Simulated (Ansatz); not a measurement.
Which YAML input does this script hand to the engine? (the Ansatz DFT code, driven from Python)

Script `c2h7albf_opt.py`:
```python
"""Minimum-energy structure of C2H7AlBF."""

import ansatz as az
import numpy as np

GEOMETRY = """
B    -2.18240    0.84300    0.39730
Al   -0.70080   -0.30010    1.09310
C     1.11380   -0.09040    0.32440
C     1.25200   -0.32410   -1.16980
F     0.83960   -1.65300   -1.46700
H    -3.32180    0.78270    0.82030
H    -1.98920    1.68560   -0.45670
H    -0.94250   -1.36830    2.22050
H     1.49630    0.95820    0.59450
H     1.82710   -0.80690    0.87150
H     0.46350    0.35140   -1.66240
H     2.22140   -0.13350   -1.53180
"""


def main() -> None:
    geometry = az.Crystal.molecule()
    for line in GEOMETRY.strip().splitlines():
        symbol, *xyz = line.split()
        geometry = geometry.atom(symbol, [float(v) for v in xyz])

    setup = (
        geometry.calculation()
        .basis(gaussian="cc-pVDZ")
        .functional("b3lyp")
        .scf(lower_state_search="off")
    )
    symbols = [site.symbol for site in geometry.cartesian_sites]
    start = np.array([site.position_ang for site in geometry.cartesian_sites], dtype=float)
    rep = setup.relax(force_tolerance=0.005).run(threads=1).report
    end = np.array(rep["positions_ang"])

    print(f"E = {rep['free_energy_ev']:.6f} eV = {rep['free_energy_ev'] / 27.211386246:.7f} Ha")
    print("converged:", rep["converged"], " doubts:", rep["published_state_doubts"] or "none")

    print("bond        before    after (A)")
    for i, j in [(0, 1), (0, 5), (0, 6), (1, 2), (1, 7), (2, 3), (2, 8), (2, 9), (3, 4), (3, 10), (3, 11)]:
        d0, d1 = (np.linalg.norm(xyz[i] - xyz[j]) for xyz in (start, end))
        print(f"{symbols[i]}{i}-{symbols[j]}{j}".ljust(10), f"{d0:8.4f} {d1:8.4f}")
    for i, j, k in [(1, 0, 5), (1, 0, 6), (5, 0, 6), (0, 1, 2), (0, 1, 7), (2, 1, 7), (1, 2, 3), (1, 2, 8)]:
        u, v = end[i] - end[j], end[k] - end[j]
        print(f"angle {symbols[i]}{i}-{symbols[j]}{j}-{symbols[k]}{k}: {np.degrees(np.arccos(np.clip(u @ v / np.linalg.norm(u) / np.linalg.norm(v), -1, 1))):.2f} deg")
    with open("c2h7albf_opt.xyz", "w") as handle:
        handle.write(f"{len(symbols)}\nrelaxed C2H7AlBF\n")
        handle.writelines(f"{s:2s} {x:11.6f} {y:11.6f} {z:11.6f}\n" for s, (x, y, z) in zip(symbols, end))


if __name__ == "__main__":
    main()
```

`python c2h7albf_opt.py` gives:
```text
E = -12177.780521 eV = -447.5251798 Ha
converged: True  doubts: none
bond        before    after (A)
B0-Al1       1.9965   2.1271
B0-H5        1.2169   1.2129
B0-H6        1.2152   1.2125
Al1-C2       1.9818   2.0602
Al1-H7       1.5718   1.6010
C2-C3        1.5187   1.4807
C2-H8        1.1484   1.0985
C2-H9        1.1496   1.0988
C3-F4        1.4228   1.5636
C3-H10       1.1492   1.0967
C3-H11       1.0522   1.0965
angle Al1-B0-H5: 122.32 deg
angle Al1-B0-H6: 123.81 deg
angle H5-B0-H6: 113.87 deg
angle B0-Al1-C2: 120.33 deg
angle B0-Al1-H7: 121.03 deg
angle C2-Al1-H7: 115.07 deg
angle Al1-C2-C3: 92.41 deg
angle Al1-C2-H8: 114.12 deg
```

`input.yaml`:
```yaml
crystal:
  periodic: [false, false, false]
  atoms:
    - { symbol: B, position_ang: [-2.1824, 0.843, 0.3973] }
    - { symbol: Al, position_ang: [-0.7008, -0.3001, 1.0931] }
    - { symbol: C, position_ang: [1.1138, -0.0904, 0.3244] }
    - { symbol: C, position_ang: [1.252, -0.3241, -1.1698] }
    - { symbol: F, position_ang: [0.8396, -1.653, -1.467] }
    - { symbol: H, position_ang: [-3.3218, 0.7827, 0.8203] }
    - { symbol: H, position_ang: [-1.9892, 1.6856, -0.4567] }
    - { symbol: H, position_ang: [-0.9425, -1.3683, 2.2205] }
    - { symbol: H, position_ang: [1.4963, 0.9582, 0.5945] }
    - { symbol: H, position_ang: [1.8271, -0.8069, 0.8715] }
    - { symbol: H, position_ang: [0.4635, 0.3514, -1.6624] }
    - { symbol: H, position_ang: [2.2214, -0.1335, -1.5318] }
basis:
  gaussian:
    orbitals: cc-pVDZ
hamiltonian:
  xc: b3lyp
scf:
  lower_state_search: "off"
relax:
  f_tol: 0.005
```

Notes:
- The settings weren't tested for convergence.
- The end point is the stationary point reached from this start; no frequency run checks that it is a minimum, and the basis set is modest.
- b3lyp holds the VWN-RPA fit, as in Gaussian; the form of ORCA and Turbomole is b3lyp5.
- The bonding changed during the relaxation, so the end is another isomer than the start names.
- The whole script took 2.3 min on 1 thread of Arm Neoverse V2, on a shared host, peak memory 0.28 GiB.

(Lines on the test bed's own set-up are left out of the output.)
